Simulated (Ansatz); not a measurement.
# Si: the cost of one run

Program: Ansatz 0.2.0. Level of theory: DFT PBE, plane waves, PAW, scalar-relativistic, no spin polarisation. These are calculated values, not measurements.

## Step 1: The system as given

The cell holds 17 atoms (Si17): a = 7.679 Å, b = 7.679 Å, c = 7.679 Å, α = 60.00°, β = 60.00°, γ = 60.00°.

The coordinates stand in the first input below.

## Step 2: Relaxing end A

Input file input.yaml:

```yaml
crystal:
  lattice:
    - [0.0, 5.43, 5.43]
    - [5.43, 0.0, 5.43]
    - [5.43, 5.43, 0.0]
  atoms:
    - { symbol: Si, position: [0.0, 0.0, 0.0] }
    - { symbol: Si, position: [0.125, 0.125, 0.125] }
    - { symbol: Si, position: [0.0, 0.0, 0.5] }
    - { symbol: Si, position: [0.125, 0.125, 0.625] }
    - { symbol: Si, position: [0.0, 0.5, 0.0] }
    - { symbol: Si, position: [0.125, 0.625, 0.125] }
    - { symbol: Si, position: [0.0, 0.5, 0.5] }
    - { symbol: Si, position: [0.125, 0.625, 0.625] }
    - { symbol: Si, position: [0.5, 0.0, 0.0] }
    - { symbol: Si, position: [0.625, 0.125, 0.125] }
    - { symbol: Si, position: [0.5, 0.0, 0.5] }
    - { symbol: Si, position: [0.625, 0.125, 0.625] }
    - { symbol: Si, position: [0.5, 0.5, 0.0] }
    - { symbol: Si, position: [0.625, 0.625, 0.125] }
    - { symbol: Si, position: [0.5, 0.5, 0.5] }
    - { symbol: Si, position: [0.625, 0.625, 0.625] }
    - { symbol: Si, position: [0.8132356, 0.3215101, 0.7997395] }
basis:
  ecutwfc: 420.0
kpoints:
  mp_grid: { grid: [2, 2, 2] }
hamiltonian:
  xc: pbe
  pseudopotentials: { kind: paw, azcp: { folder: soft_1 } }
scf:
  occupations: { method: gaussian, width: 0.05 }
  lower_state_search: "off"
relax:
  f_tol: 0.03
  max_steps: 60
  adjacent_minimum: "off"
```

On the command line:

```bash
$ ansatz run input.yaml --threads 1 --pin off --max-ram 3072MiB --backend cpu --events-out ev --progress --plain --runs-dir out
```

What time and memory should one allow on 1 thread of AMD EPYC 7R43 (Zen 3), shared host?

About 49 s, with a peak of 0.56 GiB.
